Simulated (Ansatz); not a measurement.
# ZnCdO: one candidate of a structure search, part 1 of 2

The task: take a trial cell of ZnCdO to zero force and stress.

Program: Ansatz 0.2.0. Level of theory: DFT PBE, scalar-relativistic, plane waves, PAW. These are calculated values, not measurements.

## Step 1: The structure to begin with

Symmetry: P-6m2, No. 187, hexagonal system. Conventional cell: a = 3.912 Å, b = 3.912 Å, c = 4.399 Å, α = 90.00°, β = 90.00°, γ = 120.00°. Around Zn (site symmetry -6m2) lie 6 Cd at 3.15 Å and 6 O at 3.15 Å. Around Cd (site symmetry -6m2) lie 3 O at 2.26 Å. O (site symmetry -6m2) is surrounded by 3 Cd at 2.26 Å and 6 Zn at 3.15 Å.

As a file:

```xyz
3
Lattice="3.9118 0.0000 0.0000 -1.9559 3.3877 0.0000 0.0000 0.0000 4.3994" Properties=species:S:1:pos:R:3 pbc="T T T"
Zn    0.0000    0.0000    0.0000
Cd    0.0000    2.2585    2.1997
O     1.9559    1.1292    2.1997
```

The cell is invented: species swapped into a database cell of SrAlSi (P-6m2, No. 187), with Zn on the Sr sites, O on the Al sites and Cd on the Si sites. Lengths come from tabulated atomic sizes and are only a guess.

## Step 2: A first look at the guess

File input.yaml:

```yaml
crystal:
  lattice:
    - [3.91182087, 0.0, 0.0]
    - [-1.95591043, 3.38773625, 0.0]
    - [0.0, 0.0, 4.3994118]
  atoms:
    - { symbol: Zn, position: [0.0, 0.0, 0.0] }
    - { symbol: Cd, position: [0.33333333, 0.66666667, 0.5] }
    - { symbol: O, position: [0.66666667, 0.33333333, 0.5] }
basis:
  ecutwfc: 420
kpoints:
  mp_grid: { grid: [6, 6, 4] }
hamiltonian:
  xc: pbe
scf:
  occupations: { method: gaussian, width: 0.1 }
  lower_state_search: "off"
output:
  forces: true
  stress: true
  eigenvalues: true
```

On the command line:

```sh
ansatz run input.yaml --threads 1 --pin off --max-ram 2560MiB --backend cpu --events-out ev --progress --plain --runs-dir out
```

Log (excerpt; [...] marks lines left out):

```text
Warning: RAYON_NUM_THREADS=1 ignored (pool sized by the plan → 1); use --threads N
[...]
Pseudopotentials: kind: paw
Pseudopotential: Zn, paw, valence charge 12, recommended cutoff 420 eV (normal), Zn.paw.azcp
Pseudopotential: Cd, paw, valence charge 20, recommended cutoff 420 eV (normal), Cd.paw.azcp
Pseudopotential: O, paw, valence charge 6, recommended cutoff 420 eV (normal), O.paw.azcp
Functional definition: PBE
[...]
Crystal: 3 atoms, lattice volume = 58.302 Å³
Basis set: ecut = 420 eV, 1143 PW (Γ), exchange–correlation on 54×54×60 points (8 copies of the dense FFT grid, shifted against one another)
Bands: 23, of which v1, the nominal top of the filled ones, is band 19 counted from 1 (18 counted from 0)
Symmetry: 12 space group operations
[...]
SCF iter   7: F=-12139.075431 eV  HF=-12139.075431 eV  |F-HF|=6.89e-9  |Δ(HF+E_count)|=   1.27e-7  Δρ=3.14e-6  dr2=5.23e-9  ethr=2.63e-10  ⟨swp⟩=4.2  Hψ=1517  notcnv=0
[...]
SCF converged after 7 iterations
Free energy (F): -12139.075431 eV
[...]
E sigma→0 (E₀):  -12139.073793 eV
Entropy (-TS):   -0.003276 eV (-1.092 meV/atom)
Fermi energy:    7.353281 eV
[...]
--- Forces (eV/Å), atoms counted from 1 ---
  atom   1  Zn    -0.00000000    -0.00000000     0.00000000
  atom   2  Cd    -0.00000000     0.00000000    -0.00000000
  atom   3  O     -0.00000000    -0.00000000     0.00000000
[...]
--- Stress (GPa, compression-positive) ---
       -6.733355      -0.000000       0.000000
       -0.000000      -6.733355      -0.000000
        0.000000      -0.000000      -0.030165
  P = ⅓ Tr σ = -4.4990 GPa (-44.990 kbar)
--- Band table (eV; the first three rows and the last of 21) ---
[... band rows left out ...]
[...]
```

Wall time 3 s (1 thread of Intel Xeon at 2.70GHz, shared host); peak memory 0.36 GiB.

Read-out: pressure -4.5 GPa, largest force 0.00 eV/Å, gap on this mesh none (metal). A cheap, loose relaxation comes first.

## Step 3: Spin check on a coarse mesh

Changes to input.yaml since step 2:

```diff
@@ -8,3 +8,3 @@
     - { symbol: Cd, position: [0.33333333, 0.66666667, 0.5] }
-    - { symbol: O, position: [0.66666667, 0.33333333, 0.5] }
+    - { symbol: O, position: [0.66666667, 0.33333333, 0.5], spin: 1.0 }
 basis:
@@ -22 +22,4 @@
   eigenvalues: true
+  populations: true
+magnetization:
+  spin_polarized: true
```

On the command line:

```sh
ansatz run input.yaml --threads 1 --pin off --max-ram 2560MiB --backend cpu --events-out ev --progress --plain --runs-dir out
```

Log (excerpt; [...] marks lines left out):

```text
[...]
SCF converged after 16 iterations
Magnetization: -0.0000 μB (19.0000 up, 19.0000 down)
Absolute magnetization: 0.0000 μB (∫|ρ↑−ρ↓|, with the PAW one-centre terms)
Spin contamination: 0.0000 ħ² per cell (⟨S²⟩ above its minimum at these occupations)
[...]
       -6.733322      -0.000000       0.000000
       -0.000000      -6.733322      -0.000000
        0.000000      -0.000000      -0.030175
  P = ⅓ Tr σ = -4.4989 GPa (-44.989 kbar)
--- Band table (eV; the first three rows and the last of 42) ---
[... band rows left out ...]
[...]
--- Löwdin populations: 3 sites ---
  site symbol       q [e]    m [muB]
     0     Zn     11.6771    -0.0000
     1     Cd     18.8275     0.0000
     2      O      7.1297    -0.0000
  spilling = 0.009624 (of n_electrons = 38.000000)
```

It took 14 s on 1 thread of Intel Xeon at 2.70GHz, shared host; peak memory 0.39 GiB.

Per atom:

| atom | Löwdin electrons |
| --- | --- |
| Zn1 | 11.68 |
| Cd2 | 18.83 |
| O3 | 7.13 |

The Löwdin counts miss 0.37 of the 38 electrons, which the atomic orbitals do not span, so they are no charges.

The same cell is solved with trial moments on O. The largest site moment that stays is 0.00 μB and the cell's total 0.00 μB. The workflow keeps spin only above 0.25 μB on a site, so the next run goes without spin.

## Step 4: Rough relaxation on the coarse mesh

Changes to input.yaml since step 3:

```diff
@@ -8,3 +8,3 @@
     - { symbol: Cd, position: [0.33333333, 0.66666667, 0.5] }
-    - { symbol: O, position: [0.66666667, 0.33333333, 0.5], spin: 1.0 }
+    - { symbol: O, position: [0.66666667, 0.33333333, 0.5] }
 basis:
@@ -22,4 +22,6 @@
   eigenvalues: true
-  populations: true
-magnetization:
-  spin_polarized: true
+relax:
+  adjacent_minimum: "off"
+  f_tol: 0.04
+  max_steps: 70
+  cell: { stress_tol: 0.4 }
```

On the command line:

```sh
ansatz run input.yaml --threads 1 --pin off --max-ram 2560MiB --backend cpu --events-out ev --progress --plain --runs-dir out
```

Log:

```text
Warning: RAYON_NUM_THREADS=1 ignored (pool sized by the plan → 1); use --threads N
Engine: ansatz 0.2.0, x86_64-unknown-linux-gnu
[... 5 set-up lines as earlier in the session ...]
  parameter kappa = 0.804
  parameter beta = 0.06672455060314922
  exchange = pbe_x(kappa = kappa, mu = beta*pi^2/3)
  correlation = pbe_c(beta = beta)
Crystal: 3 atoms, lattice volume = 58.302 Å³
Basis set: ecut = 420 eV, 1143 PW (Γ), exchange–correlation on 54×54×60 points (8 copies of the dense FFT grid, shifted against one another)
Bands: 23, of which v1, the nominal top of the filled ones, is band 19 counted from 1 (18 counted from 0)
[... 1 set-up line as earlier in the session ...]
Space group: P-6m2 (ITA 187), of the structure as read, at distance tolerance 3.9e-5 Å
k-points: 21 of 144 (time reversal used)
Non-local potential: Zn, projectors of the file, l = 0: 2, l = 1: 2, l = 2: 3, l = 3: 1
Non-local potential: Cd, projectors of the file, l = 0: 3, l = 1: 2, l = 2: 2, l = 3: 1
Non-local potential: O, projectors of the file, l = 0: 2, l = 1: 2, l = 2: 1
PAW form: soft (Blöchl's): semilocal exchange-correlation on the pseudo side does not see the compensation charge
PAW one-centre angular grid: Zn, 590 points (default); XC on 64 Gauss nodes
PAW one-centre angular grid: Cd, 590 points (default); XC on 64 Gauss nodes
PAW one-centre angular grid: O, 110 points (default); XC on 64 Gauss nodes
Initial density: superposition of atomic densities (neutral atoms: chi_scale 0, normalization atom), corrected by the library's trained network
Initial wavefunctions: pseudopotential atomic-orbital guess
Functional: x = pbe(κ = 0.804, μ = 0.2195149727645171), c = pbe(β = 0.06672455060314922)
SCF iter   1: F=—  HF=-12139.075541 eV  |F-HF|=—  |Δ(HF+E_count)|=         —  Δρ=2.80e-3  dr2=6.86e-3  ethr=1.77e-3  ⟨swp⟩=5.7  Hψ=1966  notcnv=0
preconditioner: auto → LDOS  [metal: Δε(μ)=0.077 eV  Ē_g=10.577 eV  σ=0.100 eV  W_gap=0.41  n_scr=20 (ndim 8)  ℏωp=26.6 eV  f_vac=0.014  D(μ)=0.70/eV (n_scr^D=2)  β→1.0]
SCF iter   2: F=—  HF=-12139.075935 eV  |F-HF|=—  |Δ(HF+E_count)|=   3.94e-4  Δρ=1.96e-3  dr2=2.03e-3  ethr=1.80e-5  ⟨swp⟩=2.4  Hψ=920  notcnv=0
SCF iter   3: F=—  HF=-12139.075553 eV  |F-HF|=—  |Δ(HF+E_count)|=   3.82e-4  Δρ=7.99e-4  dr2=2.41e-4  ethr=5.33e-6  ⟨swp⟩=2.0  Hψ=857  notcnv=0
SCF iter   4: F=—  HF=-12139.075464 eV  |F-HF|=—  |Δ(HF+E_count)|=   8.98e-5  Δρ=2.23e-4  dr2=2.00e-5  ethr=6.35e-7  ⟨swp⟩=2.1  Hψ=811  notcnv=0
SCF iter   5: F=—  HF=-12139.075431 eV  |F-HF|=—  |Δ(HF+E_count)|=   3.28e-5  Δρ=5.80e-5  dr2=1.31e-6  ethr=5.25e-8  ⟨swp⟩=2.0  Hψ=655  notcnv=0
SCF iter   6: F=—  HF=-12139.075431 eV  |F-HF|=—  |Δ(HF+E_count)|=   1.55e-8  Δρ=1.56e-5  dr2=1.01e-7  ethr=3.45e-9  ⟨swp⟩=2.2  Hψ=801  notcnv=0
SCF iter   7: F=-12139.075431 eV  HF=-12139.075431 eV  |F-HF|=6.89e-9  |Δ(HF+E_count)|=   1.27e-7  Δρ=3.14e-6  dr2=5.24e-9  ethr=2.63e-10  ⟨swp⟩=4.2  Hψ=1514  notcnv=0
SCF 1 converged in 7 iterations: F = -12139.075431 eV  dr2 = 5.24e-9
relax step   1: F+E_penalty+E_count = -12139.07543088 eV  Δ(F+E_penalty+E_count) = +0.000e0 eV  max|allowed force component| = 1.897e-16 eV/Å  Δτ_max = 0.0000 Å  P = -4.499 GPa  Ω = 58.302 Å³  (7 SCF iters, dr2 threshold 1.00e-7 eV, accepted)
Crystal: 3 atoms, lattice volume = 55.155 Å³
Basis set: ecut = 420 eV, 1095 PW (Γ), exchange–correlation on 54×54×60 points (8 copies of the dense FFT grid, shifted against one another)
Initial density: handed on by an earlier stage of this run
Initial wavefunctions: those handed on with the density
iter 1 solved again at ethr=2.02e-5 eV; its pass at ethr=3.10e-3 eV (dr2=7.68e-3 eV) is discarded
SCF iter   1: F=—  HF=-12139.185436 eV  |F-HF|=—  |Δ(HF+E_count)|=         —  Δρ=4.31e-3  dr2=7.57e-3  ethr=2.02e-5  ⟨swp⟩=2.0  Hψ=3004  notcnv=0
preconditioner: auto → Resta (q_TF=auto, 2.564 Å⁻¹)  ε∞=7.4  [insulator: Δε(μ)=0.200 eV  Ē_g=10.856 eV  σ=0.100 eV  W_gap=0.79  n_scr=20 (ndim 8)  ℏωp=27.4 eV  f_vac=0.008  D(μ)=0.36/eV (n_scr^D=0)  ε∞_Penn≈7.4]
SCF iter   2: F=—  HF=-12139.184012 eV  |F-HF|=—  |Δ(HF+E_count)|=   1.42e-3  Δρ=2.00e-3  dr2=2.08e-3  ethr=1.99e-5  ⟨swp⟩=2.0  Hψ=520  notcnv=0
SCF iter   3: F=—  HF=-12139.183677 eV  |F-HF|=—  |Δ(HF+E_count)|=   3.35e-4  Δρ=4.72e-4  dr2=2.48e-4  ethr=5.47e-6  ⟨swp⟩=2.0  Hψ=798  notcnv=0
SCF iter   4: F=—  HF=-12139.183753 eV  |F-HF|=—  |Δ(HF+E_count)|=   7.58e-5  Δρ=6.63e-4  dr2=1.41e-4  ethr=6.52e-7  ⟨swp⟩=2.0  Hψ=675  notcnv=0
SCF iter   5: F=—  HF=-12139.183667 eV  |F-HF|=—  |Δ(HF+E_count)|=   8.64e-5  Δρ=1.33e-4  dr2=6.22e-6  ethr=3.72e-7  ⟨swp⟩=2.0  Hψ=666  notcnv=0
SCF iter   6: F=—  HF=-12139.183666 eV  |F-HF|=—  |Δ(HF+E_count)|=   7.15e-7  Δρ=3.95e-5  dr2=6.91e-7  ethr=1.64e-8  ⟨swp⟩=2.0  Hψ=802  notcnv=0
SCF iter   7: F=-12139.183666 eV  HF=-12139.183666 eV  |F-HF|=5.07e-9  |Δ(HF+E_count)|=   5.49e-8  Δρ=6.77e-6  dr2=2.46e-8  ethr=7.89e-10  ⟨swp⟩=6.6  Hψ=2171  notcnv=0
SCF 2 converged in 7 iterations: F = -12139.183666 eV  dr2 = 2.46e-8
relax step   2: F+E_penalty+E_count = -12139.18366608 eV  Δ(F+E_penalty+E_count) = -1.082e-1 eV  max|allowed force component| = 8.789e-17 eV/Å  Δτ_max = 0.0000 Å  P = -0.275 GPa  Ω = 55.155 Å³  energy of the carried Pulay correction = +4.772e-3 eV  (7 SCF iters, dr2 threshold 3.00e-7 eV, accepted)
Crystal: 3 atoms, lattice volume = 55.195 Å³
iter 1 solved again at ethr=1.61e-5 eV; its pass at ethr=3.10e-3 eV (dr2=6.12e-3 eV) is discarded
SCF iter   1: F=—  HF=-12139.201244 eV  |F-HF|=—  |Δ(HF+E_count)|=         —  Δρ=3.51e-3  dr2=6.19e-3  ethr=1.61e-5  ⟨swp⟩=2.0  Hψ=3056  notcnv=0
preconditioner: auto → Resta (q_TF=auto, 2.564 Å⁻¹)  ε∞=7.3  [insulator: Δε(μ)=0.263 eV  Ē_g=10.895 eV  σ=0.100 eV  W_gap=0.84  n_scr=20 (ndim 8)  ℏωp=27.4 eV  f_vac=0.007  D(μ)=0.32/eV (n_scr^D=0)  ε∞_Penn≈7.3]
SCF iter   2: F=—  HF=-12139.200209 eV  |F-HF|=—  |Δ(HF+E_count)|=   1.03e-3  Δρ=1.53e-3  dr2=1.33e-3  ethr=1.61e-5  ⟨swp⟩=2.0  Hψ=519  notcnv=0
SCF iter   3: F=—  HF=-12139.200082 eV  |F-HF|=—  |Δ(HF+E_count)|=   1.27e-4  Δρ=4.30e-4  dr2=8.98e-5  ethr=3.50e-6  ⟨swp⟩=2.0  Hψ=801  notcnv=0
SCF iter   4: F=—  HF=-12139.200155 eV  |F-HF|=—  |Δ(HF+E_count)|=   7.29e-5  Δρ=3.60e-4  dr2=4.74e-5  ethr=2.36e-7  ⟨swp⟩=2.0  Hψ=802  notcnv=0
SCF iter   5: F=—  HF=-12139.200136 eV  |F-HF|=—  |Δ(HF+E_count)|=   1.93e-5  Δρ=2.03e-4  dr2=1.45e-5  ethr=1.25e-7  ⟨swp⟩=2.2  Hψ=709  notcnv=0
SCF iter   6: F=—  HF=-12139.200132 eV  |F-HF|=—  |Δ(HF+E_count)|=   3.08e-6  Δρ=6.36e-5  dr2=2.27e-6  ethr=3.81e-8  ⟨swp⟩=2.0  Hψ=796  notcnv=0
SCF iter   7: F=-12139.200132 eV  HF=-12139.200132 eV  |F-HF|=1.62e-7  |Δ(HF+E_count)|=   3.16e-7  Δρ=1.87e-5  dr2=2.02e-7  ethr=7.89e-10  ⟨swp⟩=4.7  Hψ=2580  notcnv=0
SCF 3 converged in 7 iterations: F = -12139.200132 eV  dr2 = 2.02e-7
relax step   3: F+E_penalty+E_count = -12139.20013200 eV  Δ(F+E_penalty+E_count) = -1.647e-2 eV  max|allowed force component| = 1.311e-16 eV/Å  Δτ_max = 0.0000 Å  P = +1.080 GPa  Ω = 55.195 Å³  energy of the carried Pulay correction = +4.326e-3 eV  (7 SCF iters, dr2 threshold 3.00e-7 eV, accepted)
[... 12 lines left out ...]
relax step   4: F+E_penalty+E_count = -12139.20872890 eV  Δ(F+E_penalty+E_count) = -8.597e-3 eV  max|allowed force component| = 7.093e-17 eV/Å  Δτ_max = 0.0000 Å  P = +0.820 GPa  Ω = 56.599 Å³  energy of the carried Pulay correction = +1.579e-3 eV  (7 SCF iters, dr2 threshold 3.00e-7 eV, accepted)
[... 11 lines left out ...]
relax step   5: F+E_penalty+E_count = -12139.20940504 eV  Δ(F+E_penalty+E_count) = -6.761e-4 eV  max|allowed force component| = 3.855e-17 eV/Å  Δτ_max = 0.0000 Å  P = -0.075 GPa  Ω = 57.899 Å³  energy of the carried Pulay correction = -7.277e-4 eV  (6 SCF iters, dr2 threshold 3.00e-7 eV, accepted)
[... 12 lines left out ...]
relax step   6: F+E_penalty+E_count = -12139.22007252 eV  Δ(F+E_penalty+E_count) = -1.067e-2 eV  max|allowed force component| = 5.860e-17 eV/Å  Δτ_max = 0.0000 Å  P = +0.156 GPa  Ω = 57.899 Å³  stress off target by 7.27e-1 GPa  SCF on the basis re-selected at this cell (its energy is not comparable with the rows above)  (7 SCF iters)
[... 12 lines left out ...]
relax step   7: F+E_penalty+E_count = -12139.22283787 eV  Δ(F+E_penalty+E_count) = -2.765e-3 eV  max|allowed force component| = 1.804e-16 eV/Å  Δτ_max = 0.0000 Å  P = +0.138 GPa  Ω = 58.781 Å³  energy of the carried Pulay correction = -1.615e-3 eV  (6 SCF iters, dr2 threshold 3.00e-7 eV, accepted)
[... 13 lines left out ...]
relax step   8: F+E_penalty+E_count = -12139.22249648 eV  Δ(F+E_penalty+E_count) = +3.414e-4 eV  max|allowed force component| = 1.411e-16 eV/Å  Δτ_max = 0.0000 Å  P = +0.020 GPa  Ω = 59.720 Å³  energy of the carried Pulay correction = -3.290e-3 eV  (9 SCF iters, accepted)
iter 1 solved again at ethr=2.51e-7 eV; its pass at ethr=3.10e-3 eV (dr2=9.53e-5 eV) is discarded
SCF iter   1: F=—  HF=-12139.226134 eV  |F-HF|=—  |Δ(HF+E_count)|=         —  Δρ=4.57e-4  dr2=1.07e-5  ethr=2.51e-7  ⟨swp⟩=3.0  Hψ=3076  notcnv=0
preconditioner: auto → Kerker (q_TF=auto, 2.530 Å⁻¹)  [metal: Δε(μ)=0.246 eV  Ē_g=10.716 eV  σ=0.100 eV  W_gap=0.50  n_scr=22 (ndim 8)  ℏωp=26.3 eV  f_vac=0.007  D(μ)=0.16/eV (n_scr^D=0)]
SCF iter   2: F=—  HF=-12139.226906 eV  |F-HF|=—  |Δ(HF+E_count)|=   7.72e-4  Δρ=2.31e-4  dr2=2.36e-6  ethr=2.80e-8  ⟨swp⟩=2.0  Hψ=799  notcnv=0
SCF iter   3: F=—  HF=-12139.227151 eV  |F-HF|=—  |Δ(HF+E_count)|=   2.45e-4  Δρ=4.29e-5  dr2=2.24e-7  ethr=6.21e-9  ⟨swp⟩=2.0  Hψ=799  notcnv=0
SCF iter   4: F=—  HF=-12139.227156 eV  |F-HF|=—  |Δ(HF+E_count)|=   5.00e-6  Δρ=1.64e-5  dr2=6.22e-8  ethr=5.90e-10  ⟨swp⟩=2.0  Hψ=667  notcnv=0
SCF iter   5: F=—  HF=-12139.227156 eV  |F-HF|=—  |Δ(HF+E_count)|=   4.81e-7  Δρ=3.79e-6  dr2=5.43e-9  ethr=1.64e-10  ⟨swp⟩=2.0  Hψ=662  notcnv=0
SCF iter   6: F=-12139.227156 eV  HF=-12139.227156 eV  |F-HF|=3.55e-10  |Δ(HF+E_count)|=   1.62e-8  Δρ=8.04e-7  dr2=8.10e-10  ethr=5.05e-12  ⟨swp⟩=4.0  Hψ=1609  notcnv=0
SCF 9 converged in 6 iterations: F = -12139.227156 eV  dr2 = 8.10e-10
relax step   9: F+E_penalty+E_count = -12139.22715626 eV  Δ(F+E_penalty+E_count) = -4.660e-3 eV  max|allowed force component| = 1.411e-16 eV/Å  Δτ_max = 0.0000 Å  P = +0.126 GPa  Ω = 59.720 Å³  stress off target by 2.21e-1 GPa  SCF on the basis re-selected at this cell (its energy is not comparable with the rows above)  (6 SCF iters)
basis re-selected at this cell: Δ(F+E_penalty+E_count) = -4.660e-3 eV, ΔP = +0.106 GPa vs the last step (what re-selecting the basis moved, of the pressure what is left beyond the Pulay correction that the steps carried, after the strain that the cell walked since its last selection, with what the two solves' SCF thresholds leave and, on support functions, any second-order correction that the steps lacked; it is no measure of the basis error at this ecutwfc). This SCF's stress stands 2.21e-1 GPa from its target on what of the cell is left free (relax.cell.stress_tol is 4.00e-1 GPa) and its largest allowed force component is 1.41e-16 eV/Å (relax.f_tol is 4.00e-2 eV/Å): within both
SCF converged after 6 iterations
Free energy (F): -12139.227156 eV
Harris-Foulkes:  -12139.227156 eV  (|F-HF|=3.55e-10)
Internal energy: -12139.226362 eV  (E = F + TS)
E sigma→0 (E₀):  -12139.226759 eV
Entropy (-TS):   -0.000795 eV (-0.265 meV/atom)
Fermi energy:    7.179073 eV
--- Per-component energies (eV) ---
  E_band       = -497.611529
  E_kinetic    = 806.579279
  E_local      = -5910.591646  (includes V_loc(G=0)·N_el)
  E_nonlocal   = 695.649246
  E_hartree    = 2622.767751
  E_xc         = -384.958168
  E_vxc        = -363.712112  (∫ρ·V_xc dr)
  E_paw        = -6068.057758  (= ΣΔE_a)
  E_vpaw       = -971.073355  (= ΣTr[D̂ρ^β])
  E_aug_tail   = 0.001982  (compensation charges beyond the density's cutoff)
  E_ewald      = -3900.617048
  E_smearing   = -0.000795  (= −TS)
  E_closure    = -0.000000  (closes the sum)
  Σ components = -12139.227156   (vs F -12139.227156, Δ=0.00e0)
--- Forces (eV/Å), atoms counted from 1 ---
  atom   1  Zn    -0.00000000     0.00000000     0.00000000
  atom   2  Cd     0.00000000    -0.00000000    -0.00000000
  atom   3  O     -0.00000000     0.00000000     0.00000000
  max |Σ_I F_I| component: 3.12e-17 eV/Å
--- Stress (GPa, compression-positive) ---
        0.078173      -0.000000      -0.000000
       -0.000000       0.078173      -0.000000
       -0.000000      -0.000000       0.221103
  P = ⅓ Tr σ = 0.1258 GPa (1.258 kbar)
--- Band table (eV; the first three rows and the last of 21) ---
  k-point 0: bands = ["-94.3157", "-55.5315", "-55.3300", "-55.3300", "-10.3101", "-1.0928", "-1.0928", "-0.3634", "-0.2604", "-0.2604", "1.0081", "1.0575", "1.0575", "1.1176", "1.1176", "2.9823", "4.1595", "6.1428", "6.1428", "9.9518", "10.3589", "14.9972", "14.9972"]
  k-point 1: bands = ["-94.3157", "-55.5315", "-55.3300", "-55.3300", "-10.3060", "-1.0951", "-1.0951", "-0.2843", "-0.2628", "-0.2628", "1.0088", "1.0637", "1.0637", "1.1159", "1.1159", "2.4700", "4.9102", "6.1434", "6.1434", "7.9522", "12.9750", "15.3053", "15.3053"]
  k-point 2: bands = ["-94.3157", "-55.5314", "-55.3299", "-55.3299", "-10.3019", "-1.0973", "-1.0973", "-0.2653", "-0.2653", "-0.1927", "1.0067", "1.0742", "1.0742", "1.1099", "1.1099", "2.1185", "6.0567", "6.1443", "6.1443", "6.4376", "15.7711", "15.7711", "16.0915"]
  k-point 20: bands = ["-94.3156", "-55.5312", "-55.3325", "-55.3319", "-10.0466", "-0.6405", "-0.5677", "-0.4421", "-0.3363", "0.3937", "0.9513", "1.0660", "1.0796", "1.0939", "1.1113", "3.1091", "3.2602", "5.3850", "6.6951", "8.1360", "10.7025", "11.6257", "11.9134"]
--- Relaxed structure (7 steps of the walk, 7 accepted, 2 SCFs on fresh bases) ---
  F+E_penalty+E_count = -12139.22715626 eV   max|allowed force component| = 1.411e-16 eV/Å   (the final SCF, on the basis selected at the relaxed cell)
  cell:  # Å, volume = 59.7199 Å³
    - [3.7045509119577997, -2.7337952863596167e-9, -6.4538696429061445e-18]
    - [-1.852275453611364, 3.2082352007351616, 3.2269348173284803e-18]
    - [-7.258315551721273e-18, 2.6221364744824035e-33, 5.02477959637622]
  atoms:
    - { symbol: Zn, position: [9.948797672350882e-33, 1.6019082361069576e-32, 3.4048767889861617e-34] }
    - { symbol: Cd, position: [0.33333333333333337, 0.6666666666666666, 0.49999999999999994] }
    - { symbol: O, position: [0.6666666666666666, 0.33333333333333326, 0.49999999999999994] }
```

It took 54 s on 1 thread of Intel Xeon at 2.70GHz, shared host; peak memory 0.38 GiB.

Relaxation path:

| step | E - E(step 1) (eV/cell) | largest force component (eV/Å) | pressure (GPa) | volume (Å³) |
| --- | --- | --- | --- | --- |
| 1 | 0.0000 | 0.0000 | -4.50 | 58.30 |
| 2 | -0.1082 | 0.0000 | -0.27 | 55.16 |
| 3 | -0.1247 | 0.0000 | 1.08 | 55.19 |
| 4 | -0.1333 | 0.0000 | 0.82 | 56.60 |
| 5 | -0.1340 | 0.0000 | -0.07 | 57.90 |
| 6 | -0.1446 | 0.0000 | 0.16 | 57.90 |
| 7 | -0.1474 | 0.0000 | 0.14 | 58.78 |
| 8 | -0.1471 | 0.0000 | 0.02 | 59.72 |
| 9 | -0.1517 | 0.0000 | 0.13 | 59.72 |

Step 1 is the start. Steps 6, 9 each repeat the geometry before them on a plane-wave basis chosen anew, so the energy can jump there without any move.

|  | before | after | change |
| --- | --- | --- | --- |
| a (Å) | 3.912 | 3.705 | -5.3 % |
| b (Å) | 3.912 | 3.705 | -5.3 % |
| c (Å) | 4.399 | 5.025 | +14.2 % |
| volume (Å³/atom) | 19.43 | 19.91 | +2.4 % |
| shortest distance (Å) | 2.258 | 2.139 | -5.3 % |
| space group (0.01 Å) | P-6m2 | P-6m2 | same |

Forces and stress were held to the start's 12 operations: a distortion of lower symmetry was not tested.

(Continued in part 2 of 2.)
